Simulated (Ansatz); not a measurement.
# BFH2: the cost of one run

Program: Ansatz 0.2.0, Gaussian basis. Level of theory: PBE0-D4/def2-TZVP structures, single points in def2-TZVPP, no counterpoise correction. These are calculated values, not measurements.

Levels: SPW92, PBE-D4, BLYP-D4, r2SCAN-D4, B97M-V, PBE0-D4, B3LYP-D4, r2SCAN0-D4, BHLYP-D4, CAM-B3LYP-D4, wB97X-V, wB97M-V, B2PLYP, PBE-QIDH, RPA on PBE, Hartree-Fock, MP2, CCSD, CCSD(T).

Cores are frozen in the correlated methods. Filled d shells of the heavier atoms are correlated. B3LYP uses VWN-RPA correlation. B2PLYP carries no dispersion term here.

94 further runs of the same task are left out: 94 set aside as unsound or not needed.

## Step 1: Where the work starts

The complex: 6 atoms, charge 0, spin multiplicity 1.

Atoms are counted from 1 here; the program's logs count them from 0.

Bond lengths: B1–F2 1.324 Å, B1–H3 1.197 Å, B1–H4 1.197 Å, H5–Br6 1.422 Å. Angles: F2–B1–H3 117.8°, F2–B1–H4 117.8°, H3–B1–H4 124.3°.

As a file:

| atom | x (Å) | y (Å) | z (Å) |
| --- | --- | --- | --- |
| B1 | 0.20527 | 0.58623 | -0.81436 |
| F2 | 1.39284 | 0.45736 | -0.24235 |
| H3 | -0.09435 | -0.20393 | -1.66159 |
| H4 | -0.46271 | 1.53002 | -0.50618 |
| H5 | 0.13794 | -1.22193 | 1.87786 |
| Br6 | -1.17909 | -1.14774 | 1.34651 |

Its parts: BH₂F holds atoms 1, 2, 3, 4; HBr holds atoms 5, 6. Each part counts its atoms afresh in its own runs.

## Step 2: Relaxing BH₂F alone

relax-a/in.yaml reads:

```yaml
crystal:
  periodic: [false, false, false]
  atoms:
    - {symbol: B, position_ang: [0.205271, 0.586227, -0.814359]}
    - {symbol: F, position_ang: [1.392841, 0.457359, -0.242347]}
    - {symbol: H, position_ang: [-0.094346, -0.203931, -1.661586]}
    - {symbol: H, position_ang: [-0.462709, 1.530016, -0.506176]}
basis:
  gaussian: {orbitals: def2-TZVP}
hamiltonian: {xc: pbe0, dispersion: d4}
relax: {f_tol: 0.005, max_steps: 200}
```

On the command line:

```
> ansatz run in.yaml --threads 2 --pin off --events-out ev --progress --plain --max-ram 4352MiB
```

**Question.** How long does this run take on 2 threads of Arm Neoverse V1, shared host?

About 3.5 s.
